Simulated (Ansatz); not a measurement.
# BClH4Si: interaction energy of a dimer with the counterpoise correction, by script

How strongly do two molecules of BClH4Si bind, and how much of that is basis error? A script is to give the interaction energy of a dimer with the counterpoise correction; the system is BClH4Si.

Computed with Ansatz 0.2.0, driven from Python. Level of theory: MP2/cc-pVDZ.

## 1. The structure

Bond lengths: B1–Si2 1.886 Å, Si2–Cl3 2.083 Å, B1–H4 1.137 Å, B1–H5 1.237 Å, Si2–H6 1.469 Å, Si2–H7 1.480 Å. Angles: B1–Si2–Cl3 109.4°, B1–Si2–H6 110.0°, B1–Si2–H7 109.2°, Cl3–Si2–H6 109.1°, Cl3–Si2–H7 109.0°, H6–Si2–H7 110.0°, Si2–B1–H4 119.5°, Si2–B1–H5 118.3°, H4–B1–H5 113.5°.

No structure file is read: the coordinates are typed or built in the script.

## 2. The code

bclh4si.py

```python
"""Interaction energy of two BClH4Si molecules, with the counterpoise correction."""

import ansatz

FIRST = [
    ("B", (-1.0524, -0.0348, -0.4998)),
    ("Si", (0.5476, -0.1268, 0.4949)),
    ("Cl", (1.7095, 1.5559, 0.0964)),
    ("H", (-1.3816, -0.9335, -1.1136)),
    ("H", (-1.3671, 1.0499, -1.0055)),
    ("H", (0.2443, -0.1729, 1.931)),
    ("H", (1.2994, -1.338, 0.0963)),
]
SECOND = [
    ("B", (-3.7256, 0.2407, 0.9284)),
    ("Si", (-3.1698, 1.8648, 1.7102)),
    ("Cl", (-2.596, 1.5236, 3.6837)),
    ("H", (-4.7168, 0.1979, 0.373)),
    ("H", (-3.4363, -0.8163, 1.5033)),
    ("H", (-2.0301, 2.4162, 0.9663)),
    ("H", (-4.2975, 2.8235, 1.6942)),
]

def energy(atoms, ghosts=()):
    molecule = ansatz.Crystal.molecule()
    for symbol, xyz in atoms:
        molecule = molecule.atom(symbol, xyz)
    calc = (
        molecule.calculation()
        .basis(gaussian="cc-pVDZ")
        .correlation("MP2")
    )
    deck = calc.input()
    if ghosts:
        deck = deck.set(ansatz.key.basis.gaussian.ghost_atoms, [{"symbol": s, "position_ang": list(xyz)} for s, xyz in ghosts])
    return ansatz.Session.from_dict(deck).plan().execute().report["free_energy_ev"]

# monomers in their own basis and in the basis of the dimer
both = energy(FIRST + SECOND)
alone = energy(FIRST) + energy(SECOND)
ghosted = energy(FIRST, SECOND) + energy(SECOND, FIRST)
print(f"dimer {both:.6f} eV")
print(f"interaction, uncorrected   {(both - alone):8.3f} eV")
print(f"interaction, counterpoise  {(both - ghosted):8.3f} eV")
print(f"basis-set superposition    {(alone - ghosted):8.3f} eV")
```

## 3. What the engine is handed

The engine receives this input (first run):

```yaml
crystal:
  periodic: [false, false, false]
  atoms:
    - { symbol: B, position_ang: [-1.0524, -0.0348, -0.4998] }
    - { symbol: Si, position_ang: [0.5476, -0.1268, 0.4949] }
    - { symbol: Cl, position_ang: [1.7095, 1.5559, 0.0964] }
    - { symbol: H, position_ang: [-1.3816, -0.9335, -1.1136] }
    - { symbol: H, position_ang: [-1.3671, 1.0499, -1.0055] }
    - { symbol: H, position_ang: [0.2443, -0.1729, 1.931] }
    - { symbol: H, position_ang: [1.2994, -1.338, 0.0963] }
    - { symbol: B, position_ang: [-3.7256, 0.2407, 0.9284] }
    - { symbol: Si, position_ang: [-3.1698, 1.8648, 1.7102] }
    - { symbol: Cl, position_ang: [-2.596, 1.5236, 3.6837] }
    - { symbol: H, position_ang: [-4.7168, 0.1979, 0.373] }
    - { symbol: H, position_ang: [-3.4363, -0.8163, 1.5033] }
    - { symbol: H, position_ang: [-2.0301, 2.4162, 0.9663] }
    - { symbol: H, position_ang: [-4.2975, 2.8235, 1.6942] }
basis:
  gaussian:
    orbitals: cc-pVDZ
correlation:
  method: mp2
```

## 4. Launch

On the command line:

```
python bclh4si.py
```

The program printed:

```text
dimer -42218.659550 eV
interaction, uncorrected     -0.003 eV
interaction, counterpoise     0.058 eV
basis-set superposition       0.061 eV
```

Wall time 14 s (1 thread of Arm Neoverse V1, shared host); peak memory 0.38 GiB.

## 5. What changed from run to run

The engine's inputs for some of the other runs:

Run 2, against run 1:

```diff
@@ -11,7 +10,0 @@
-    - { symbol: B, position_ang: [-3.7256, 0.2407, 0.9284] }
-    - { symbol: Si, position_ang: [-3.1698, 1.8648, 1.7102] }
-    - { symbol: Cl, position_ang: [-2.596, 1.5236, 3.6837] }
-    - { symbol: H, position_ang: [-4.7168, 0.1979, 0.373] }
-    - { symbol: H, position_ang: [-3.4363, -0.8163, 1.5033] }
-    - { symbol: H, position_ang: [-2.0301, 2.4162, 0.9663] }
-    - { symbol: H, position_ang: [-4.2975, 2.8235, 1.6942] }
```

Run 4, against run 1:

```diff
@@ -11,7 +10,0 @@
-    - { symbol: B, position_ang: [-3.7256, 0.2407, 0.9284] }
-    - { symbol: Si, position_ang: [-3.1698, 1.8648, 1.7102] }
-    - { symbol: Cl, position_ang: [-2.596, 1.5236, 3.6837] }
-    - { symbol: H, position_ang: [-4.7168, 0.1979, 0.373] }
-    - { symbol: H, position_ang: [-3.4363, -0.8163, 1.5033] }
-    - { symbol: H, position_ang: [-2.0301, 2.4162, 0.9663] }
-    - { symbol: H, position_ang: [-4.2975, 2.8235, 1.6942] }
@@ -20,0 +14,8 @@
+    ghost_atoms:
+      - { symbol: B, position_ang: [-3.7256, 0.2407, 0.9284] }
+      - { symbol: Si, position_ang: [-3.1698, 1.8648, 1.7102] }
+      - { symbol: Cl, position_ang: [-2.596, 1.5236, 3.6837] }
+      - { symbol: H, position_ang: [-4.7168, 0.1979, 0.373] }
+      - { symbol: H, position_ang: [-3.4363, -0.8163, 1.5033] }
+      - { symbol: H, position_ang: [-2.0301, 2.4162, 0.9663] }
+      - { symbol: H, position_ang: [-4.2975, 2.8235, 1.6942] }
```

Run 5, against run 1:

```diff
@@ -4,7 +3,0 @@
-    - { symbol: B, position_ang: [-1.0524, -0.0348, -0.4998] }
-    - { symbol: Si, position_ang: [0.5476, -0.1268, 0.4949] }
-    - { symbol: Cl, position_ang: [1.7095, 1.5559, 0.0964] }
-    - { symbol: H, position_ang: [-1.3816, -0.9335, -1.1136] }
-    - { symbol: H, position_ang: [-1.3671, 1.0499, -1.0055] }
-    - { symbol: H, position_ang: [0.2443, -0.1729, 1.931] }
-    - { symbol: H, position_ang: [1.2994, -1.338, 0.0963] }
@@ -20,0 +14,8 @@
+    ghost_atoms:
+      - { symbol: B, position_ang: [-1.0524, -0.0348, -0.4998] }
+      - { symbol: Si, position_ang: [0.5476, -0.1268, 0.4949] }
+      - { symbol: Cl, position_ang: [1.7095, 1.5559, 0.0964] }
+      - { symbol: H, position_ang: [-1.3816, -0.9335, -1.1136] }
+      - { symbol: H, position_ang: [-1.3671, 1.0499, -1.0055] }
+      - { symbol: H, position_ang: [0.2443, -0.1729, 1.931] }
+      - { symbol: H, position_ang: [1.2994, -1.338, 0.0963] }
```

## 6. The engine's runs

One row for each of the 5 runs:

| run | system | ghost atoms | energy (eV) | iterations in all | CPU time (s) |
| --- | --- | --- | --- | --- | --- |
| 1 | B2Cl2H8Si2 | not set | -42218.6596 | 12 | 5.6 |
| 2 | BClH4Si | not set | -21109.3281 | 11 | 0.7 |
| 3 | BClH4Si | not set | -21109.3280 | 11 | 0.7 |
| 4 | BClH4Si | a list of 7 | -21109.3561 | 11 | 2.9 |
| 5 | BClH4Si | a list of 7 | -21109.3612 | 11 | 3.2 |

Totals carry meaning only in balanced differences at one level of theory.

## 7. Results

```
                        quantity      value
 interaction energy, uncorrected  -0.003 eV
interaction energy, counterpoise   0.058 eV
                   runs compared          5
```

What this shows: The counterpoise correction turns the binding into repulsion: what looked like attraction was the basis set's error. Uncorrected it is -0.003 eV, with the counterpoise correction 0.058 eV; the difference, 0.061 eV, is the superposition error. The sign changes with the correction, so this basis doesn't settle it. The dimer is a generated trial pose of unrelaxed monomers, not a minimum, so the figure is no binding energy, and the basis set is small.
